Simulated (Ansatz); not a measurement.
# GeNH4 (quartet): from Hartree-Fock to the top rungs at distance Ge1–H5 along a hydrogen transfer = 1.534 Å, cc-pVDZ

How much of the correlation energy of GeNH4 (quartet) does each wave-function method recover here?

Computed with Ansatz 0.2.0, Gaussian basis. Level: cc-pVDZ, core rule «outside noble gas», up to 15 orbitals frozen.

Plan: UHF; CCSD(T) on ROHF; CCSD(T) on UHF; BCCD(T) on ROHF; CISD; CCSDT(Q) on ROHF; CCSDT(Q) on UHF; CASSCF and MRCISD+Q, 5 electrons in 5 orbitals; CASSCF and NEVPT2, 5 electrons in 5 orbitals.

10 further runs of the same task are left out: 1 for a mislabelled method, 7 that didn't finish, 2 set aside as unsound or not needed.

### Step 1. The geometry

The geometry derives from fragments relaxed apart (PBE0/def2-TZVP) and kept rigid, so it is no stationary point. A hydrogen atom is moved between rigid fragments. No spin-orbit coupling is included. The filled d shell of Ge may be among the frozen orbitals whatever the setting's name suggests; the logs give the count.

6 atoms, charge 0, spin multiplicity 4.

Atoms are counted from 1 here; the program's logs count them from 0.

Bond lengths: Ge1–H2 1.534 Å, Ge1–H3 1.534 Å, Ge1–H4 1.534 Å, Ge1–H5 1.534 Å. Angles: H2–Ge1–H3 109.5°, H2–Ge1–H4 109.5°, H2–Ge1–H5 109.5°, H3–Ge1–H4 109.5°, H3–Ge1–H5 109.5°, H4–Ge1–H5 109.5°.

### Step 2. UHF

File in.yaml:

```yaml
crystal:
  periodic: [false, false, false]
  atoms:
    - {symbol: Ge, position_ang: [-0.504021, 0.000000, 0.000000]}
    - {symbol: H, position_ang: [-1.015471, 1.446599, 0.000000]}
    - {symbol: H, position_ang: [-1.015471, -0.723300, 1.252792]}
    - {symbol: H, position_ang: [-1.015471, -0.723299, -1.252792]}
    - {symbol: H, position_ang: [1.030329, 0.000000, 0.000000]}
    - {symbol: N, position_ang: [2.758979, 0.000000, 0.000000]}
basis:
  gaussian: {orbitals: cc-pVDZ}
magnetization: {spin_polarized: true, initial_magnetization: 3}
hamiltonian: {xc: hf}
output: {orbitals: {seedname: orbitals}}
```

Started as:

```sh
$ ansatz run in.yaml --threads 1 --pin off --events-out ev --progress --plain --max-ram 2393MiB
```

After this run come: CCSD(T) on ROHF; CCSD(T) on UHF; BCCD(T) on ROHF; CISD; CCSDT(Q) on ROHF; CCSDT(Q) on UHF; CASSCF and MRCISD+Q, 5 electrons in 5 orbitals; CASSCF and NEVPT2, 5 electrons in 5 orbitals.

Q: Predict the results of all the runs planned. Wanted: UCCSDT(Q) below the RHF energy; RMP2 from UCCSDT(Q); UMP2 from UCCSDT(Q); RCCSD from UCCSDT(Q); RCCSD(T) from UCCSDT(Q); UCCSD(T) from UCCSDT(Q); RCCSDT(Q) from UCCSDT(Q); NEVPT2 pair from UCCSDT(Q); T1 diagnostic.

As calculated:

```
                         quantity                                                   value
   UCCSDT(Q) below the RHF energy                                              -6.6260 eV
              RMP2 from UCCSDT(Q)                                             +1394.2 meV
              UMP2 from UCCSDT(Q)                                             +1374.8 meV
             RCCSD from UCCSDT(Q)                                              +126.0 meV
          RCCSD(T) from UCCSDT(Q)                                               +27.2 meV
          UCCSD(T) from UCCSDT(Q)                                               +25.3 meV
         RCCSDT(Q) from UCCSDT(Q)                                                +2.0 meV
       NEVPT2 pair from UCCSDT(Q)                                             +1376.6 meV
levels within 1 kcal/mol (43 meV)  RCCSD(T), UCCSD(T), BCCD(T), RCCSDT, UCCSDT, RCCSDT(Q)
                    T1 diagnostic                                                   0.016
```

In words: RCCSD(T) misses by +27.2 meV, 0.4 % of the correlation energy. These misses are within one basis, not against nature; the frozen cores of restricted and unrestricted runs differ, which can shift their rows.
